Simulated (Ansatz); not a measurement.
# C₂H₇BSi: a ladder of functionals and wavefunction methods

Aim: compute C₂H₇BSi with functionals from several rungs and with coupled cluster, and see how far each lands from CCSD(T) at the basis-set limit for the atomisation energy.

Program: Ansatz 0.2.0, Gaussian basis. Level of theory: functionals in def2-TZVPP, the program's frozen cores in correlated methods. These are calculated values, not measurements.

The runs, in order: LDA (SPW92), PBE-D4, revPBE-D4, BLYP-D4, r2SCAN-D4, B97M-V, PBE0-D4, B3LYP-D4, r2SCANh-D4, r2SCAN0-D4, HSE06-D4, BHLYP-D4, CAM-B3LYP-D4, LC-ωPBE, ωB97X-V, ωB97M-V, B2PLYP, PBE-QIDH; CCSD(T)/def2-SVP; CCSD(T)/def2-TZVPP; MP2/def2-QZVPP; extrapolation to the limit; RPA on PBE.

### Step 1. Structure used throughout

An earlier PBE0-D4 in a triple-zeta def2 set relaxation fixed the geometry.

SMILES `C=CB[SiH3]`, 11 atoms, charge 0, spin multiplicity 1.

Atoms are counted from 1 here; the program's logs count them from 0.

Bond lengths: C1–C2 1.340 Å, C1–H5 1.087 Å, C1–H6 1.086 Å, C2–B3 1.536 Å, C2–H7 1.089 Å, B3–Si4 2.018 Å, B3–H8 1.200 Å, Si4–H9 1.494 Å, Si4–H10 1.488 Å, Si4–H11 1.494 Å. Angles: C2–C1–H5 122.8°, C2–C1–H6 120.6°, H5–C1–H6 116.5°, C1–C2–B3 120.5°, C1–C2–H7 117.4°, B3–C2–H7 122.0°, C2–B3–Si4 121.9°, C2–B3–H8 116.8°, Si4–B3–H8 121.2°, B3–Si4–H9 109.9°, B3–Si4–H10 114.7°, B3–Si4–H11 109.7°, H9–Si4–H10 107.8°, H9–Si4–H11 106.6°, H10–Si4–H11 107.8°.

### Step 2. LDA

This LDA is Slater exchange with PW92 correlation.

in.yaml

```yaml
crystal:
  periodic: [false, false, false]
  atoms:
    - {symbol: C, position_ang: [0.182816, 2.266009, -0.209622]}
    - {symbol: C, position_ang: [0.187147, 1.037789, 0.326649]}
    - {symbol: B, position_ang: [-0.150831, -0.189972, -0.531923]}
    - {symbol: Si, position_ang: [-0.140646, -2.059141, 0.227453]}
    - {symbol: H, position_ang: [0.421376, 3.159809, 0.361871]}
    - {symbol: H, position_ang: [-0.062837, 2.411053, -1.257704]}
    - {symbol: H, position_ang: [0.442139, 0.951817, 1.382093]}
    - {symbol: H, position_ang: [-0.424051, 0.012966, -1.682730]}
    - {symbol: H, position_ang: [1.200324, -2.363998, 0.810527]}
    - {symbol: H, position_ang: [-0.464895, -3.130667, -0.753109]}
    - {symbol: H, position_ang: [-1.125245, -2.152564, 1.347098]}
basis:
  gaussian: {orbitals: def2-TZVPP}
hamiltonian: {xc: lda}
output: {orbitals: {seedname: orbitals}}
```

The run is started by

```console
> ansatz run in.yaml --threads 2 --pin off --events-out ev --progress --plain --max-ram 4352MiB
```

After this run come: PBE-D4 (GGA); revPBE-D4 (GGA); BLYP-D4 (GGA); r2SCAN-D4 (meta-GGA); B97M-V (meta-GGA); PBE0-D4 (hybrid); B3LYP-D4 (hybrid); r2SCANh-D4 (hybrid); r2SCAN0-D4 (hybrid); HSE06-D4 (hybrid); BHLYP-D4 (hybrid); CAM-B3LYP-D4 (range-separated); LC-ωPBE (range-separated); ωB97X-V (range-separated); ωB97M-V (range-separated); B2PLYP (double hybrid); PBE-QIDH (double hybrid); CCSD(T) in def2-SVP; CCSD(T) in def2-TZVPP; MP2 in def2-QZVPP; RPA on PBE orbitals.

**Question.** What will the summary of the whole plan be? Wanted: atomisation energy, CCSD(T)/CBS; farthest beyond LDA; mean size of error, GGA; mean size of error, meta-GGA; mean size of error, hybrid; mean size of error, range-separated; mean size of error, double hybrid; gap, smallest and largest; T1 diagnostic.

**Answer**, as computed:

```
                               quantity                                                                   value
        atomisation energy, CCSD(T)/CBS                                                               40.894 eV
    functionals within 0.204 eV (0.5 %)  revPBE-D4, BLYP-D4, r2SCANh-D4, r2SCAN0-D4, LC-ωPBE, ωB97M-V, PBE-QIDH
                    farthest beyond LDA                                                      PBE-D4 (+0.590 eV)
                mean size of error, GGA                                                                0.258 eV
           mean size of error, meta-GGA                                                                0.333 eV
             mean size of error, hybrid                                                                0.234 eV
    mean size of error, range-separated                                                                0.229 eV
      mean size of error, double hybrid                                                                0.140 eV
              gap, smallest and largest                               3.15 eV (LDA (SPW92)), 10.49 eV (LC-ωPBE)
                          T1 diagnostic                                                                  0.0124
triples share of the correlation energy                                                                   4.0 %
```

**Reading.** LDA overbinds by 5.002 eV (12 %). PBE-D4 is off by +0.590 eV. Double hybrids carry the basis error of their MP2 part in triple zeta, and no dispersion term here, so their miss is partly the set-up's. Taken by rung, double hybrid functionals do best (0.140 eV on average) and meta-GGA ones worst beyond LDA (0.333 eV). The gap between the best rungs is small, so their order is not settled. The reference freezes the cores and leaves out relativity and excitations past (T), so misses under about 0.204 eV can't be ranked. Hartree-Fock recovers 77 % of the binding; the rest is correlation. CCSD(T) in def2-SVP is off by -1.721 eV, so the small basis spoils what the method gains. Orbital gaps span 3.2 to 10.5 eV; exact exchange widens them. The restricted reference is unstable towards a spin-broken one.
